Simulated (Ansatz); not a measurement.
# VCrC2 (R-3m) in Ansatz: further runs

Runs on VCrC2. Level: PBE. Tasks: single point.

Program: Ansatz 0.2.0. These are calculated values, not measurements. Logs are shortened: lines on timing, memory, paths and dates and some standing lists are left out, and cuts for length are marked.

## (1) Starting point

Symmetry: R-3m, No. 166, trigonal system. The conventional cell has a = 2.921 Å, b = 2.921 Å, c = 14.218 Å, α = 90.00°, β = 90.00°, γ = 120.00°. Cr (site symmetry -3m) is surrounded by 6 C at 2.05 Å. V (site symmetry -3m) is surrounded by 6 C at 2.07 Å. C (site symmetry 3m) is surrounded by 3 Cr at 2.05 Å and 3 V at 2.07 Å.

The cell comes from a database or a generator and needn't be the stable form of this composition.

## (2) Single point, PBE

Input file input.yaml:

```yaml
crystal:
  lattice:
    - [1.4606320425, 0.8432963029, 4.7393853233]
    - [-1.4606320425, 0.8432963029, 4.7393853233]
    - [0.0, -1.6865926058, 4.7393853233]
  atoms:
    - { symbol: Cr, position: [0.5, 0.5, 0.5] }
    - { symbol: V, position: [0.0, 0.0, 0.0] }
    - { symbol: C, position: [0.248759, 0.248759, 0.248759] }
    - { symbol: C, position: [0.751241, 0.751241, 0.751241] }
hamiltonian:
  xc: pbe
  pseudopotentials: { kind: paw }
kpoints:
  mp_grid: { grid: [11, 11, 11] }
scf:
  occupations: { method: fermi_dirac, width: 0.05 }
output:
  forces: true
  stress: true
  eigenvalues: true
```

Potentials or basis: Ansatz PAW.

Run with:

```sh
ansatz run input.yaml --threads 2 --pin off --max-ram 5632MiB --backend cpu --events-out ev --progress --plain --runs-dir out
```

Output:

```text
Warning: RAYON_NUM_THREADS=2 ignored (pool sized by the plan → 2); use --threads N
basis.fft_grid_basis auto: the FFT boxes are laid along the combinations [[1, 0, -1], [0, 1, -1], [0, 0, 1]] of the cell's own vectors, 2.921, 2.921 and 5.031 Å long. The dense box has 20×20×36 points. Along the cell's own vectors, as sized, it would have 36×36×36, 3.24 times as many. Of the 12 symmetry operations that the crystal satisfies within crystal.symmetry.tolerance (time reversal apart; of a slab, those that keep its plane) the dense box along the cell's own vectors carries 12, and the one as laid loses 8 of those. basis.fft_grid_basis: typed keeps the cell's own vectors: state it where this run's energies or levels are differenced outside the engine with another run's, or held beside a run that keeps those vectors.
Engine: ansatz 0.2.0, aarch64-unknown-linux-gnu
Pseudopotentials: kind: paw
Pseudopotential: Cr, paw, valence charge 14, recommended cutoff 420 eV (normal), Cr.paw.azcp
Pseudopotential: V, paw, valence charge 13, recommended cutoff 420 eV (normal), V.paw.azcp
Pseudopotential: C, paw, valence charge 4, recommended cutoff 420 eV (normal), C.paw.azcp
Functional definition: PBE
  parameter kappa = 0.804
  parameter beta = 0.06672455060314922
  exchange = pbe_x(kappa = kappa, mu = beta*pi^2/3)
  correlation = pbe_c(beta = beta)
Crystal: 4 atoms, lattice volume = 35.026 Å³
Basis set: ecut = 420 eV, 675 PW (Γ), FFT grids on a1−a3, a2−a3, a3, exchange–correlation on 40×40×72 points (8 copies of the dense FFT grid, shifted against one another)
Bands: 22, of which v1, the nominal top of the filled ones, is band 18 counted from 1 (17 counted from 0)
Symmetry: 12 space group operations
Space group: R-3m (ITA 166), of the structure as read, at distance tolerance 3.3e-5 Å
k-points: 146 of 1331
Non-local potential: Cr, projectors of the file, l = 0: 3, l = 1: 2, l = 2: 3, l = 3: 1
Non-local potential: V, projectors of the file, l = 0: 3, l = 1: 2, l = 2: 3, l = 3: 1
Non-local potential: C, projectors of the file, l = 0: 2, l = 1: 2, l = 2: 1
PAW form: soft (Blöchl's): semilocal exchange-correlation on the pseudo side does not see the compensation charge
PAW one-centre angular grid: Cr, 590 points (default); XC on 64 Gauss nodes
PAW one-centre angular grid: V, 590 points (default); XC on 64 Gauss nodes
PAW one-centre angular grid: C, 110 points (default); XC on 64 Gauss nodes
Initial density: superposition of atomic densities (neutral atoms: chi_scale 0, normalization atom), corrected by the library's trained network
Initial wavefunctions: pseudopotential atomic-orbital guess
Functional: x = pbe(κ = 0.804, μ = 0.2195149727645171), c = pbe(β = 0.06672455060314922)
SCF iter   1: F=—  HF=-6792.560109 eV  |F-HF|=—  |Δ(HF+E_count)|=         —  Δρ=1.05e-2  dr2=3.34e-2  ethr=1.77e-3  ⟨swp⟩=4.1  Hψ=11663  notcnv=0
preconditioner: auto → Kerker (q_TF=auto, 2.728 Å⁻¹)  [metal: Δε(μ)=0.011 eV  Ē_g=6.524 eV  σ=0.050 eV  W_gap=0.05  n_scr=16 (ndim 8)  ℏωp=27.3 eV  f_vac=0.000  D(μ)=3.28/eV (n_scr^D=36)]
SCF iter   2: F=—  HF=-6792.556399 eV  |F-HF|=—  |Δ(HF+E_count)|=   3.71e-3  Δρ=3.61e-3  dr2=4.73e-3  ethr=9.54e-5  ⟨swp⟩=2.0  Hψ=4836  notcnv=0
SCF iter   3: F=—  HF=-6792.556312 eV  |F-HF|=—  |Δ(HF+E_count)|=   8.71e-5  Δρ=9.62e-4  dr2=3.14e-4  ethr=1.35e-5  ⟨swp⟩=1.2  Hψ=3262  notcnv=0
SCF iter   4: F=—  HF=-6792.556326 eV  |F-HF|=—  |Δ(HF+E_count)|=   1.33e-5  Δρ=2.12e-4  dr2=1.12e-5  ethr=8.98e-7  ⟨swp⟩=1.1  Hψ=3229  notcnv=0
SCF iter   5: F=—  HF=-6792.556328 eV  |F-HF|=—  |Δ(HF+E_count)|=   2.34e-6  Δρ=8.52e-5  dr2=2.48e-6  ethr=3.20e-8  ⟨swp⟩=2.0  Hψ=4353  notcnv=0
SCF iter   6: F=-6792.556328 eV  HF=-6792.556328 eV  |F-HF|=3.18e-9  |Δ(HF+E_count)|=   8.90e-8  Δρ=2.04e-5  dr2=6.85e-8  ethr=2.86e-10  ⟨swp⟩=3.0  Hψ=11651  notcnv=0
SCF 1 converged in 6 iterations: F = -6792.556328 eV  dr2 = 6.85e-8
SCF converged after 6 iterations
Free energy (F): -6792.556328 eV
Harris-Foulkes:  -6792.556328 eV  (|F-HF|=3.18e-9)
Internal energy: -6792.528164 eV  (E = F + TS)
E sigma→0 (E₀):  -6792.542246 eV
Entropy (-TS):   -0.028164 eV (-7.041 meV/atom)
Fermi energy:    17.713976 eV
--- Per-component energies (eV) ---
  E_band       = -252.961409
  E_kinetic    = 859.061399
  E_local      = -2267.950867  (includes V_loc(G=0)·N_el)
  E_nonlocal   = 82.410856
  E_hartree    = 992.575968
  E_xc         = -368.797522
  E_vxc        = -466.263106  (∫ρ·V_xc dr)
  E_paw        = -2502.872093  (= ΣΔE_a)
  E_vpaw       = -445.371685  (= ΣTr[D̂ρ^β])
  E_aug_tail   = 0.000576  (compensation charges beyond the density's cutoff)
  E_ewald      = -3586.956480
  E_smearing   = -0.028164  (= −TS)
  E_closure    = -0.000000  (closes the sum)
  Σ components = -6792.556328   (vs F -6792.556328, Δ=0.00e0)
--- Forces (eV/Å), atoms counted from 1 ---
  atom   1  Cr    -0.00000000    -0.00000000    -0.00000000
  atom   2  V      0.00000000     0.00000000     0.00000000
  atom   3  C      0.00000000     0.00000000     0.03123107
  atom   4  C     -0.00000000    -0.00000000    -0.03123107
  max |Σ_I F_I| component: 6.94e-18 eV/Å
--- Stress (GPa, compression-positive) ---
       -2.742426       0.000000      -0.000000
        0.000000      -2.742426      -0.000000
       -0.000000      -0.000000      -2.787137
  P = ⅓ Tr σ = -2.7573 GPa (-27.573 kbar)
--- Band table (eV; the first three rows and the last of 146) ---
  k-point 0: bands = ["-54.7145", "-47.2661", "-26.0729", "-25.9976", "-25.9976", "-21.1995", "-20.9361", "-20.9361", "3.1796", "7.2922", "9.9052", "13.0155", "13.0155", "16.2446", "16.2446", "16.3249", "17.1901", "17.1901", "18.4138", "18.4138", "18.6204", "18.6204"]
  k-point 1: bands = ["-54.7125", "-47.2625", "-26.0696", "-26.0146", "-26.0016", "-21.1952", "-20.9644", "-20.9425", "3.3638", "7.2171", "10.1236", "13.0138", "13.0982", "15.8542", "16.0549", "16.0706", "16.3820", "17.0890", "18.3181", "18.3205", "18.8597", "19.1384"]
  k-point 2: bands = ["-54.7071", "-47.2526", "-26.0614", "-26.0593", "-26.0122", "-21.1835", "-21.0399", "-20.9596", "3.8903", "7.0665", "10.6783", "12.9470", "13.3163", "14.4338", "15.2425", "15.5228", "16.4277", "17.2433", "18.2520", "18.2800", "19.1653", "19.6188"]
  k-point 145: bands = ["-54.7125", "-47.2626", "-26.0648", "-26.0147", "-26.0016", "-21.2045", "-20.9643", "-20.9426", "4.6305", "4.9191", "13.1201", "13.2292", "13.9382", "14.1676", "14.3298", "14.6822", "16.7800", "16.9576", "17.7679", "17.8321", "19.0685", "19.5144"]
```

Wall time 2.5 s (2 threads of Arm Neoverse V2, shared host); peak memory 0.4 GiB.

What came out:

| Item | Value |
| --- | --- |
| Free energy | -6792.5563 eV |
| Pressure | -2.8 GPa |
| Largest force | 0.031 eV/Å |
| Band gap on the k mesh | none (metal or under the smearing width) |

Forces on the atoms (eV/Å):
```
Cr   0.000  0.000  0.000
V    0.000  0.000  0.000
C    0.000  0.000  0.031
C    0.000  0.000 -0.031
```

Caveat: the pressure holds a Pulay correction of +0.4 GPa for the finite cutoff.

## (3) Single point, PBE, collinear spin, ferromagnetic start

input.yaml, as its differences from that of step 2:

```diff
@@ -6,4 +6,4 @@
   atoms:
-    - { symbol: Cr, position: [0.5, 0.5, 0.5] }
-    - { symbol: V, position: [0.0, 0.0, 0.0] }
+    - { symbol: Cr, position: [0.5, 0.5, 0.5], spin: 3.0 }
+    - { symbol: V, position: [0.0, 0.0, 0.0], spin: 2.0 }
     - { symbol: C, position: [0.248759, 0.248759, 0.248759] }
@@ -13,2 +13,4 @@
   pseudopotentials: { kind: paw }
+magnetization:
+  spin_polarized: true
 kpoints:
```

Potentials or basis: Ansatz PAW.

Run with:

```sh
ansatz run input.yaml --threads 2 --pin off --max-ram 5632MiB --backend cpu --events-out ev --progress --plain --runs-dir out
```

It took 12 s on 2 threads of Arm Neoverse V2, shared host; peak memory 0.51 GiB.

It converged, with:

- Free energy: -6792.5617 eV
- Pressure: 0.4 GPa
- Largest force: 0.020 eV/Å
- Band gap on the k mesh: none (metal or under the smearing width)
- Net moment: 1.09 μB per cell
- Absolute moment: 1.42 μB per cell
- Site moments: Cr +1.05; V -0.00; C -0.05 μB

Forces on the atoms (eV/Å):
```
Cr   0.000  0.000  0.000
V    0.000  0.000  0.000
C    0.000  0.000 -0.020
C    0.000  0.000  0.020
```

Stress tensor (GPa, compression positive):
```
 1.47  0.00  0.00
 0.00  1.47  0.00
 0.00  0.00 -1.86
```

Levels at points of the mesh, in eV from the Fermi level:
Spin up:
```tsv
k point	band 15	band 16	band 17	band 18	band 19	band 20	band 21	band 22
(0.00, 0.00, 0.00)	-1.73	-1.65	-0.63	-0.63	0.61	0.61	1.00	1.00
```
Spin down:
| k point | band 15 | band 16 | band 17 | band 18 | band 19 | band 20 |
| --- | --- | --- | --- | --- | --- | --- |
| (0.00, 0.00, 0.00) | -1.02 | -0.99 | -0.20 | -0.20 | 0.92 | 0.92 |

Caveat: the pressure holds a Pulay correction of +0.4 GPa for the finite cutoff.

## (4) Single point, PBE, collinear spin, antiferromagnetic start

input.yaml, as its differences from that of step 3:

```diff
@@ -7,3 +7,3 @@
     - { symbol: Cr, position: [0.5, 0.5, 0.5], spin: 3.0 }
-    - { symbol: V, position: [0.0, 0.0, 0.0], spin: 2.0 }
+    - { symbol: V, position: [0.0, 0.0, 0.0], spin: -2.0 }
     - { symbol: C, position: [0.248759, 0.248759, 0.248759] }
```

Run with:

```sh
ansatz run input.yaml --threads 2 --pin off --max-ram 5632MiB --backend cpu --events-out ev --progress --plain --runs-dir out
```

Wall time 12 s (2 threads of Arm Neoverse V2, shared host); peak memory 0.51 GiB.

Results (log left out):

* Free energy: -6792.5617 eV
* Pressure: 0.4 GPa
* Largest force: 0.020 eV/Å
* Band gap on the k mesh: none (metal or under the smearing width)
* Net moment: 1.09 μB per cell
* Absolute moment: 1.42 μB per cell
* Site moments: Cr +1.05; V -0.00; C -0.05 μB

Forces on the atoms (eV/Å):
```
Cr   0.000  0.000  0.000
V    0.000  0.000  0.000
C    0.000  0.000 -0.020
C    0.000  0.000  0.020
```

Stress tensor (GPa, compression positive):
```
 1.47  0.00  0.00
 0.00  1.47  0.00
 0.00  0.00 -1.86
```

Levels at points of the mesh, in eV from the Fermi level:
Spin up:
```tsv
k point	band 14	band 15	band 16	band 17	band 18	band 19	band 20	band 21	band 22	band 23
(0.00, 0.00, 0.00)	-1.73	-1.73	-1.65	-0.63	-0.63	0.61	0.61	1.00	1.00	1.09
```
Spin down:
```csv
k point,band 14,band 15,band 16,band 17,band 18,band 19,band 20,band 21
"(0.00, 0.00, 0.00)",-1.02,-1.02,-0.99,-0.20,-0.20,0.92,0.92,0.99
```

Caveat: the pressure holds a Pulay correction of +0.4 GPa for the finite cutoff.

## (5) Single point, PBE, collinear spin, ferrimagnetic start

input.yaml, as its differences from that of step 4:

```diff
@@ -7,3 +7,3 @@
     - { symbol: Cr, position: [0.5, 0.5, 0.5], spin: 3.0 }
-    - { symbol: V, position: [0.0, 0.0, 0.0], spin: -2.0 }
+    - { symbol: V, position: [0.0, 0.0, 0.0], spin: -1.0 }
     - { symbol: C, position: [0.248759, 0.248759, 0.248759] }
```

Run with:

```sh
ansatz run input.yaml --threads 2 --pin off --max-ram 5632MiB --backend cpu --events-out ev --progress --plain --runs-dir out
```

Wall time 25 s (2 threads of Arm Neoverse V2, shared host); peak memory 0.51 GiB.

The run converged. Its results:

```
Free energy            : -6792.5617 eV
Pressure               : 0.4 GPa
Largest force          : 0.020 eV/Å
Band gap on the k mesh : none (metal or under the smearing width)
Net moment             : 1.09 μB per cell
Absolute moment        : 1.42 μB per cell
Site moments           : Cr +1.05; V -0.00; C -0.05 μB
```

Forces on the atoms (eV/Å):
```
Cr   0.000  0.000  0.000
V    0.000  0.000  0.000
C    0.000  0.000 -0.020
C    0.000  0.000  0.020
```

Stress tensor (GPa, compression positive):
```
 1.47  0.00  0.00
 0.00  1.47  0.00
 0.00  0.00 -1.86
```

Levels at points of the mesh, in eV from the Fermi level:
Spin up:
| k point | band 16 | band 17 | band 18 | band 19 | band 20 | band 21 |
| --- | --- | --- | --- | --- | --- | --- |
| (0.00, 0.00, 0.00) | -1.65 | -0.63 | -0.63 | 0.61 | 0.61 | 1.00 |
Spin down:
| k point | band 13 | band 14 | band 15 | band 16 | band 17 | band 18 | band 19 | band 20 | band 21 | band 22 |
| --- | --- | --- | --- | --- | --- | --- | --- | --- | --- | --- |
| (0.00, 0.00, 0.00) | -4.50 | -1.02 | -1.02 | -0.99 | -0.20 | -0.20 | 0.92 | 0.92 | 0.99 | 1.08 |

Caveat: the pressure holds a Pulay correction of +0.4 GPa for the finite cutoff.

## (6) Single point, PBE, collinear spin, random start

input.yaml, as its differences from that of step 5:

```diff
@@ -6,4 +6,4 @@
   atoms:
-    - { symbol: Cr, position: [0.5, 0.5, 0.5], spin: 3.0 }
-    - { symbol: V, position: [0.0, 0.0, 0.0], spin: -1.0 }
+    - { symbol: Cr, position: [0.5, 0.5, 0.5], spin: -0.71 }
+    - { symbol: V, position: [0.0, 0.0, 0.0], spin: 1.77 }
     - { symbol: C, position: [0.248759, 0.248759, 0.248759] }
```

Potentials or basis: Ansatz PAW.

Run with:

```sh
ansatz run input.yaml --threads 2 --pin off --max-ram 5632MiB --backend cpu --events-out ev --progress --plain --runs-dir out
```

Run time: 32 s. Hardware: 2 threads of Arm Neoverse V2, shared host; peak memory 0.55 GiB.

It converged, with:

* Free energy: -6792.5617 eV
* Pressure: 0.4 GPa
* Largest force: 0.020 eV/Å
* Band gap on the k mesh: none (metal or under the smearing width)
* Net moment: -1.09 μB per cell
* Absolute moment: 1.42 μB per cell
* Site moments: Cr -1.05; V +0.00; C +0.05 μB

Forces in eV/Å, atoms in the order of the input:
```
Cr   0.000  0.000  0.000
V    0.000  0.000  0.000
C    0.000  0.000 -0.020
C    0.000  0.000  0.020
```

Stress tensor (GPa, compression positive):
```
 1.47  0.00  0.00
 0.00  1.47  0.00
 0.00  0.00 -1.86
```

Levels at points of the mesh, in eV from the Fermi level:
Spin up:
| k point | band 14 | band 15 | band 16 | band 17 | band 18 | band 19 | band 20 | band 21 |
| --- | --- | --- | --- | --- | --- | --- | --- | --- |
| (0.00, 0.00, 0.00) | -1.02 | -1.02 | -0.99 | -0.20 | -0.20 | 0.92 | 0.92 | 0.99 |
Spin down:
| k point | band 14 | band 15 | band 16 | band 17 | band 18 | band 19 | band 20 | band 21 | band 22 | band 23 |
| --- | --- | --- | --- | --- | --- | --- | --- | --- | --- | --- |
| (0.00, 0.00, 0.00) | -1.73 | -1.73 | -1.65 | -0.63 | -0.63 | 0.61 | 0.61 | 1.00 | 1.00 | 1.09 |

Caveat: the pressure holds a Pulay correction of +0.4 GPa for the finite cutoff.

## (7) Single point, PBE, non-collinear spin, random start

input.yaml, as its differences from that of step 6:

```diff
@@ -6,4 +6,4 @@
   atoms:
-    - { symbol: Cr, position: [0.5, 0.5, 0.5], spin: -0.71 }
-    - { symbol: V, position: [0.0, 0.0, 0.0], spin: 1.77 }
+    - { symbol: Cr, position: [0.5, 0.5, 0.5], spin: 0.71, spin_axis: [0.335, -0.28, -0.56] }
+    - { symbol: V, position: [0.0, 0.0, 0.0], spin: 1.77, spin_axis: [-1.465, -0.992, 0.045] }
     - { symbol: C, position: [0.248759, 0.248759, 0.248759] }
@@ -14,5 +14,6 @@
 magnetization:
-  spin_polarized: true
+  noncollinear: true
+  spin_orbit: false
 kpoints:
-  mp_grid: { grid: [11, 11, 11] }
+  mp_grid: { grid: [8, 8, 8] }
 scf:
```

Run with:

```sh
ansatz run input.yaml --threads 2 --pin off --max-ram 5632MiB --backend cpu --events-out ev --progress --plain --runs-dir out
```

Run time: 44 s. Hardware: 2 threads of Arm Neoverse V2, shared host; peak memory 0.48 GiB.

It converged, with:

- Free energy: -6792.5619 eV
- Pressure: -2.8 GPa
- Largest force: 0.053 eV/Å
- Band gap on the k mesh: none (metal or under the smearing width)
- Net moment: 0.00 μB per cell
- Absolute moment: 0.00 μB per cell

Forces on the atoms (eV/Å):
```
Cr   0.000  0.000  0.000
V    0.000  0.000  0.000
C    0.000  0.000  0.053
C    0.000  0.000 -0.053
```

Stress tensor (GPa, compression positive):
```
-2.88  0.00  0.00
 0.00 -2.88  0.00
 0.00  0.00 -2.77
```

Levels at points of the mesh, in eV from the Fermi level:
| k point | band 33 | band 34 | band 35 | band 36 | band 37 | band 38 | band 39 | band 40 |
| --- | --- | --- | --- | --- | --- | --- | --- | --- |
| (0.00, 0.00, 0.00) | -0.52 | -0.52 | -0.52 | -0.52 | 0.70 | 0.70 | 0.70 | 0.70 |
| (0.00, 0.00, -0.50) | -0.56 | -0.56 | -0.11 | -0.11 | 0.33 | 0.33 | 1.19 | 1.19 |
| (0.00, -0.50, -0.50) | -1.20 | -1.20 | 0.19 | 0.19 | 0.52 | 0.52 | 0.53 | 0.53 |
| (-0.50, -0.50, -0.50) | -0.76 | -0.76 | -0.76 | -0.76 | -0.06 | -0.06 | -0.06 | -0.06 |

Moments on the atoms (μB; x, y, z):
```
Cr  0.00 0.00 0.00
V   0.00 0.00 0.00
C   0.00 0.00 0.00
C   0.00 0.00 0.00
```

Caveat: the pressure holds a Pulay correction of +0.4 GPa for the finite cutoff; the starting moments weren't kept.

## (8) The runs side by side

| spin | k mesh | gap on the mesh (eV) | pressure (GPa) | moment (μB) | largest force (eV/Å) |
| --- | --- | --- | --- | --- | --- |
| off | 11 × 11 × 11 | none | -2.8 | - | 0.03 |
| collinear, ferromagnetic start | 11 × 11 × 11 | none | 0.4 | 1.09 | 0.02 |
| collinear, antiferromagnetic start | 11 × 11 × 11 | none | 0.4 | 1.09 | 0.02 |
| collinear, ferrimagnetic start | 11 × 11 × 11 | none | 0.4 | 1.09 | 0.02 |
| collinear, random start | 11 × 11 × 11 | none | 0.4 | 1.09 | 0.02 |
| non-collinear, random start | 8 × 8 × 8 | none | -2.8 | 0.00 | 0.05 |

Alike in all rows: task single point; level PBE; potentials or basis Ansatz PAW; cell as given; cutoff (eV) 420; smearing fermi-dirac 0.05 eV.

Every run on the cell as given and a fine mesh finds a metal.

Caveats: the starting moments weren't kept (some runs).

Total energies depend on the potentials used, so only differences within one code and one set of settings carry meaning.
